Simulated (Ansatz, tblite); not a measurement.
**GeEt2(OAc)2 (C₈H₁₆GeO₄): spin states and exact exchange**

Aim: set other spin states of GeEt2(OAc)2 (C₈H₁₆GeO₄) against its singlet, on many levels of theory.

Method: as each input shows; program: Ansatz 0.2.0, Gaussian basis.

Plan: triplet, at the geometry of the singlet (GFN1-xTB, GFN2-xTB, PBE0-D4/def2-TZVP, PBE-D4/def2-TZVP, r2SCAN-D4/def2-TZVP); the singlet's energies come from earlier runs.

## 1. The geometry

The singlet was relaxed beforehand with PBE-D4/def2-SVP.

29 atoms, charge 0, spin multiplicity 1.

Bond lengths: Ge1–C2 1.960 Å, Ge1–C9 1.956 Å, Ge1–O16 1.863 Å, Ge1–O23 1.858 Å, C2–C3 1.532 Å, C2–H4 1.111 Å, C2–H5 1.112 Å, C3–H6 1.109 Å, C3–H7 1.107 Å, C3–H8 1.108 Å, C9–C10 1.533 Å, C9–H11 1.108 Å, C9–H12 1.110 Å, C10–H13 1.110 Å, C10–H14 1.108 Å, C10–H15 1.110 Å, O16–C17 1.343 Å, C17–C18 1.510 Å and more. Angles: C2–Ge1–C9 118.7°, C2–Ge1–O16 110.6°, C2–Ge1–O23 103.5°, C9–Ge1–O16 101.4°, C9–Ge1–O23 110.2°, O16–Ge1–O23 112.8°, Ge1–C2–C3 114.9°, Ge1–C2–H4 105.9°, Ge1–C2–H5 106.0°, C3–C2–H4 111.7°, C3–C2–H5 111.6°, H4–C2–H5 106.2°, C2–C3–H6 110.9°, C2–C3–H7 111.0°, C2–C3–H8 111.1°, H6–C3–H7 108.7°, H6–C3–H8 108.0°, H7–C3–H8 106.9° and more.

## 2. Triplet at the fixed geometry, GFN1-xTB

Tight binding, by tblite at 300 K electronic temperature and without a spin-polarisation term:

```python
tblite.interface.Calculator('GFN1-xTB', numbers, positions, charge=0, uhf=2).singlepoint()
```

Energy -1248.4830 eV; 0.069 s.

## 3. Triplet at the fixed geometry, GFN2-xTB

Tight binding, by tblite at 300 K electronic temperature and without a spin-polarisation term:

```python
tblite.interface.Calculator('GFN2-xTB', numbers, positions, charge=0, uhf=2).singlepoint()
```

Energy -1180.1697 eV; 0.036 s.

## 4. Triplet at the fixed geometry, PBE0-D4/def2-TZVP

The input, in.yaml:

```yaml
crystal:
  periodic: [false, false, false]
  atoms:
    - {symbol: Ge, position_ang: [0.680926, -0.067840, 0.240337]}
    - {symbol: C, position_ang: [0.756471, -0.332045, 2.181182]}
    - {symbol: C, position_ang: [-0.400449, -1.146885, 2.767151]}
    - {symbol: H, position_ang: [0.807327, 0.685320, 2.624153]}
    - {symbol: H, position_ang: [1.739140, -0.809570, 2.387300]}
    - {symbol: H, position_ang: [-0.300347, -1.241369, 3.868061]}
    - {symbol: H, position_ang: [-1.374892, -0.674930, 2.537886]}
    - {symbol: H, position_ang: [-0.428588, -2.167045, 2.336724]}
    - {symbol: C, position_ang: [2.346940, 0.261582, -0.729151]}
    - {symbol: C, position_ang: [3.042684, 1.554662, -0.290208]}
    - {symbol: H, position_ang: [2.062428, 0.289384, -1.800108]}
    - {symbol: H, position_ang: [2.996736, -0.627072, -0.583630]}
    - {symbol: H, position_ang: [3.970764, 1.729082, -0.872872]}
    - {symbol: H, position_ang: [2.385067, 2.434353, -0.439909]}
    - {symbol: H, position_ang: [3.330692, 1.532381, 0.781663]}
    - {symbol: O, position_ang: [-0.295291, 1.463914, -0.173755]}
    - {symbol: C, position_ang: [-1.628928, 1.395496, -0.031843]}
    - {symbol: C, position_ang: [-2.330373, 2.601519, -0.610357]}
    - {symbol: O, position_ang: [-2.198529, 0.440925, 0.480828]}
    - {symbol: H, position_ang: [-3.386602, 2.617204, -0.290123]}
    - {symbol: H, position_ang: [-2.282391, 2.532542, -1.716507]}
    - {symbol: H, position_ang: [-1.815005, 3.536442, -0.318478]}
    - {symbol: O, position_ang: [-0.125505, -1.622967, -0.378191]}
    - {symbol: C, position_ang: [-0.645038, -1.579037, -1.619471]}
    - {symbol: C, position_ang: [-1.442003, -2.818874, -1.948574]}
    - {symbol: O, position_ang: [-0.504679, -0.621421, -2.367006]}
    - {symbol: H, position_ang: [-1.673264, -2.846591, -3.027550]}
    - {symbol: H, position_ang: [-2.388185, -2.787487, -1.370390]}
    - {symbol: H, position_ang: [-0.899099, -3.731653, -1.637162]}
basis:
  gaussian: {orbitals: def2-TZVP, fitting: {mean_field: def2-universal-jkfit}}
magnetization: {spin_polarized: true, initial_magnetization: 2}
hamiltonian: {xc: pbe0, dispersion: d4}
scf: {omitted_lower_state_checks: [starts]}
output: {orbitals: {seedname: orbitals}}
```

Started as:

```
$ ansatz run in.yaml --threads 2 --pin off --events-out ev --progress --plain --max-ram 32768MiB --backend cuda --devices 0, --max-vram 18GiB
```

The program printed:

```text
Functional definition: PBE0
  name "PBE0"
  cite "Adamo & Barone, J. Chem. Phys. 110, 6158 (1999) doi:10.1063/1.478522"
  cite "Perdew, Burke & Ernzerhof, Phys. Rev. Lett. 77, 3865 (1996) doi:10.1103/PhysRevLett.77.3865"
  parent pbe
  parameter a = 0.25
  parameter kappa = 0.804
  parameter beta = 0.06672455060314922
  exchange = (1 - a)*pbe_x(kappa = kappa, mu = beta*pi^2/3) + a*exact_x
  correlation = pbe_c(beta = beta)
these checks for a lower state are left out or cut short: starts
1462 factors; integrals over basis functions are off by at most 8.7e-1 eV
mean field evaluation 1: about -73214.5693 eV, gradient 8.0e1 eV
mean field evaluation 2: about -73172.9905 eV, gradient 1.2e2 eV
mean field evaluation 4: about -73234.0880 eV, gradient 3.3e1 eV
mean field evaluation 8: about -73241.6559 eV, gradient 5.7e0 eV
mean field evaluation 16: about -73241.8697 eV, gradient 4.3e-2 eV
mean field evaluation 32: about -73241.8697 eV, gradient 3.9e-5 eV
mean field -73241.86973281 eV, -2691.5890675584 hartree, gradient 3.9e-5 eV, S^2 2.007301; 0 other end points of the search recorded, 0 dependent functions left out
reference -73241.86978554 eV, -2691.5890694963 hartree; 65, 63 occupied and 451, 453 virtual orbitals, 1462 factors
Total energy: -73242.57738943 eV, -2691.6150734595 hartree
Checks for a lower state left out: starts
```

Run time: 14 s. Hardware: 1 × H100 (card shared with other runs) with 2 threads of AMD EPYC 7R13, shared host; peak host memory 1.1 GiB.

Report: HOMO -2.60 eV, LUMO -4.90 eV (over both spins; with the spin held, an empty level of the minority spin lies below the top filled one); ⟨S²⟩ 2.007 (pure: 2.00).

## 5. Triplet at the fixed geometry, PBE-D4/def2-TZVP

start.molden holds the orbitals of an earlier run on this state, given as this run's starting guess.

Changes to in.yaml since step 4:

```diff
@@ -33,5 +33,5 @@
 basis:
-  gaussian: {orbitals: def2-TZVP, fitting: {mean_field: def2-universal-jkfit}}
+  gaussian: {orbitals: def2-TZVP, fitting: {mean_field: def2-universal-jkfit}, initial_orbitals: start.molden}
 magnetization: {spin_polarized: true, initial_magnetization: 2}
-hamiltonian: {xc: pbe0, dispersion: d4}
+hamiltonian: {xc: pbe, dispersion: d4}
 scf: {omitted_lower_state_checks: [starts]}
```

The command is unchanged.

The program printed:

```text
Functional definition: PBE
  name "PBE"
  cite "Perdew, Burke & Ernzerhof, Phys. Rev. Lett. 77, 3865 (1996) doi:10.1103/PhysRevLett.77.3865"
  parent pbe
  parameter kappa = 0.804
  parameter beta = 0.06672455060314922
  exchange = pbe_x(kappa = kappa, mu = beta*pi^2/3)
  correlation = pbe_c(beta = beta)
these checks for a lower state are left out or cut short: starts
1462 factors; integrals over basis functions are off by at most 8.7e-1 eV
mean field evaluation 1: about -73239.0648 eV, gradient 1.2e1 eV
mean field evaluation 2: about -73239.4565 eV, gradient 5.6e-1 eV
mean field evaluation 4: about -73239.4851 eV, gradient 1.2e0 eV
mean field evaluation 8: about -73239.4949 eV, gradient 5.5e-2 eV
mean field evaluation 16: about -73239.4983 eV, gradient 1.7e-2 eV
mean field -73239.49830132 eV, -2691.5019190587 hartree, gradient 2.3e-6 eV, S^2 2.004362; 0 other end points of the search recorded, 0 dependent functions left out
reference -73239.49837541 eV, -2691.5019217812 hartree; 65, 63 occupied and 451, 453 virtual orbitals, 1462 factors
Total energy: -73240.31340482 eV, -2691.5318735595 hartree
Checks for a lower state left out: starts
```

Run time: 15 s. Hardware: 1 × H100 (card shared with other runs) with 2 threads of AMD EPYC 7R13, shared host; peak host memory 1.1 GiB.

Report: HOMO -1.18 eV, LUMO -6.26 eV (over both spins; with the spin held, an empty level of the minority spin lies below the top filled one); ⟨S²⟩ 2.004 (pure: 2.00).

## 6. Triplet at the fixed geometry, r2SCAN-D4/def2-TZVP

Changes to in.yaml since step 5:

```diff
@@ -35,3 +35,3 @@
 magnetization: {spin_polarized: true, initial_magnetization: 2}
-hamiltonian: {xc: pbe, dispersion: d4}
+hamiltonian: {xc: r2scan, dispersion: d4}
 scf: {omitted_lower_state_checks: [starts]}
```

Same command.

The program printed, shortened:

```text
Functional definition: r2SCAN
  name "r2SCAN"
  cite "Furness, Kaplan, Ning, Perdew & Sun, J. Phys. Chem. Lett. 11, 8208 (2020) doi:10.1021/acs.jpclett.0c02405"
  cite "Furness, Kaplan, Ning, Perdew & Sun, J. Phys. Chem. Lett. 11, 9248 (2020) doi:10.1021/acs.jpclett.0c03077"
  parent r2scan
[...]
1462 factors; integrals over basis functions are off by at most 8.7e-1 eV
[...]
mean field -73259.01674090 eV, -2692.2192084831 hartree, gradient 2.3e-5 eV, S^2 2.009558; 0 other end points of the search recorded, 0 dependent functions left out
reference -73259.01676444 eV, -2692.2192093481 hartree; 65, 63 occupied and 451, 453 virtual orbitals, 1462 factors
Total energy: -73259.25816903 eV, -2692.2280808031 hartree
Checks for a lower state left out: starts
```

Wall time 13 s (1 × H100 (card shared with other runs) with 2 threads of AMD EPYC 7R13, shared host); peak host memory 1.2 GiB.

From the report: HOMO -1.58 eV, LUMO -5.87 eV (over both spins; with the spin held, an empty level of the minority spin lies below the top filled one); ⟨S²⟩ 2.010 (pure: 2.00).

## 7. Triplet less singlet, vertical

The singlet's energies are those of its earlier runs, whose logs aren't repeated here.

```csv
level,"triplet less singlet, vertical (kcal/mol)",time
GFN1-xTB,+128.0,0.11 s
GFN2-xTB,+115.1,0.058 s
PBE-D4/def2-TZVP,+117.9,22 s
r2SCAN-D4/def2-TZVP,+116.6,24 s
PBE0-D4/def2-TZVP,+118.4,20 s
```

Times add the two runs; a level without a time comes out of a correlated run. Tight binding without a spin term can't rank spin states.

## 8. Summary of results

| quantity | value |
| --- | --- |
| triplet less singlet, vertical, functionals in def2-TZVP | +116.6 (r2SCAN-D4) to +118.4 kcal/mol (PBE0-D4) |

All functionals put the triplet above the singlet, over a spread of 1.8 kcal/mol. The checks for a lower triplet were left out, so another state of that spin may lie lower. These are electronic energies, without zero-point motion, entropy or surroundings.
